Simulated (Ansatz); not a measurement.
**Si2H2Cl2F2: small, medium and large basis sets**

How large a basis does Si2H2Cl2F2 need? Two functionals are run in growing sets.

The runs use Ansatz 0.2.0, Gaussian basis; one geometry, several basis sets.

Plan: PBE0-D4/def2-SVP; ωB97M-V/def2-SVP; PBE0-D4/def2-QZVPP; ωB97M-V/def2-QZVPP; the functionals' def2-TZVPP values are taken from earlier runs.

**1. The geometry**

An earlier PBE0-D4/def2-TZVP relaxation fixed the geometry.

SMILES `F[SiH](F)[SiH](Cl)Cl`, 8 atoms, charge 0, spin multiplicity 1.

Atoms are counted from 1 here; the program's logs count them from 0.

Bond lengths: F1–Si2 1.589 Å, Si2–F3 1.589 Å, Si2–Si4 2.346 Å, Si2–H7 1.479 Å, Si4–Cl5 2.047 Å, Si4–Cl6 2.047 Å, Si4–H8 1.479 Å. Angles: F1–Si2–F3 107.4°, F1–Si2–Si4 109.1°, F1–Si2–H7 108.5°, F3–Si2–Si4 109.1°, F3–Si2–H7 108.5°, Si4–Si2–H7 114.0°, Si2–Si4–Cl5 107.4°, Si2–Si4–Cl6 107.4°, Si2–Si4–H8 115.7°, Cl5–Si4–Cl6 109.8°, Cl5–Si4–H8 108.3°, Cl6–Si4–H8 108.3°.

**2. PBE0-D4 in def2-SVP**

Contents of in.yaml:

```yaml
crystal:
  periodic: [false, false, false]
  atoms:
    - {symbol: F, position_ang: [0.845940, -1.768729, 1.222401]}
    - {symbol: Si, position_ang: [1.061533, -0.538756, 0.239218]}
    - {symbol: F, position_ang: [1.725401, -1.102570, -1.090200]}
    - {symbol: Si, position_ang: [-1.024031, 0.400968, -0.283209]}
    - {symbol: Cl, position_ang: [-0.687299, 1.964740, -1.561170]}
    - {symbol: Cl, position_ang: [-1.837400, 1.093615, 1.463398]}
    - {symbol: H, position_ang: [2.005990, 0.407491, 0.870959]}
    - {symbol: H, position_ang: [-1.998033, -0.513961, -0.917096]}
basis:
  gaussian: {orbitals: def2-SVP}
hamiltonian: {xc: pbe0, dispersion: d4}
output: {orbitals: {seedname: orbitals}}
```

The runs that follow: ωB97M-V in def2-SVP; PBE0-D4 in def2-QZVPP; ωB97M-V in def2-QZVPP.

Q: Predict the results of all the runs planned. Wanted: PBE0-D4: double and triple zeta above quadruple; ωB97M-V: double and triple zeta above quadruple.

**Answer**, as computed:

| quantity | value |
| --- | --- |
| PBE0-D4: double and triple zeta above quadruple | 23.13, 1.59 eV |
| ωB97M-V: double and triple zeta above quadruple | 23.06, 1.49 eV |

What this shows: PBE0-D4 gains 21.54 eV from double to triple zeta, then 1.59 eV more. Total energies overstate the basis error of differences, where much of it tends to cancel. The LUMO of ωB97M-V is positive and keeps falling with the basis (1.17 to 0.53 eV): an unbound level that the basis holds in place.
